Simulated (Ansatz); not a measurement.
# HgSb2 (CdI2 type): a single-point run

The task is a single-point run on HgSb2 (CdI2 type). The structure is shown as the input types it.

Program: Ansatz 0.2.0. Level of theory: DFT PBEsol, scalar-relativistic, plane waves, PAW. These are calculated values, not measurements.

3 further runs of the same task are left out: 3 that didn't finish.

## 1. The structure to begin with

It takes space group P-3m1 (No. 164, trigonal). The conventional cell has a = 4.187 Å, b = 4.187 Å, c = 5.445 Å, α = 90.00°, β = 90.00°, γ = 120.00°. Hg (site symmetry -3m) is surrounded by 6 Sb at 3.06 Å. Sb (site symmetry 3m) has 3 Sb at 2.96 Å and 3 Hg at 3.06 Å as nearest neighbours.

Coordinates:

```cif
data_structure
_symmetry_space_group_name_H-M 'P-3m1'
_symmetry_Int_Tables_number 164
_cell_length_a 4.1866
_cell_length_b 4.1866
_cell_length_c 5.4455
_cell_angle_alpha 90.000
_cell_angle_beta 90.000
_cell_angle_gamma 120.000
_cell_volume 82.66
loop_
_atom_site_label
_atom_site_type_symbol
_atom_site_symmetry_multiplicity
_atom_site_Wyckoff_symbol
_atom_site_fract_x
_atom_site_fract_y
_atom_site_fract_z
_atom_site_occupancy
Hg1 Hg 1 a 0.00000 0.00000 0.00000 1
Sb1 Sb 2 d 0.33333 0.66667 0.34366 1
```

## 2. Running it

The input, input.yaml:

```yaml
crystal:
  lattice:
    - [4.186611205618, -5.000010313173e-11, 0.0]
    - [-2.093305602766, 3.625711659859, 0.0]
    - [0.0, 0.0, 5.4454519738]
  atoms:
    - { symbol: Hg, position: [0.0, 0.0, 0.0] }
    - { symbol: Sb, position: [0.3333333333333, 0.6666666666667, 0.3436603276] }
    - { symbol: Sb, position: [0.6666666666667, 0.3333333333333, 0.6563396724] }
basis:
  ecutwfc: 420
  ecutrho_ratio: 1
kpoints:
  mp_grid: { grid: [8, 8, 6] }
hamiltonian:
  xc: pbesol
scf:
  occupations: { method: gaussian, width: 0.05 }
  max_iter: 80
output:
  forces: true
  stress: true
```

The run is started by

```console
$ ansatz run input.yaml --threads 4 --pin off --max-ram 4096MiB --backend cpu --events-out ev --progress --plain --runs-dir out
```

**Question.** How will this run end, and is anything wrong with its input?

This run ends as converged, with warnings (cutoff below recommended). Its log warns: «basis.ecutrho_ratio = 1 (ecutrho = 420 eV) is below the records' recommended 1680 eV»

In the input, basis.ecutrho_ratio is 1. The grid or cutoff for the density and potential is too coarse for the wavefunction basis: a density holds Fourier components up to twice the waves' wavevector.

To check: set basis.ecutrho_ratio to 4.
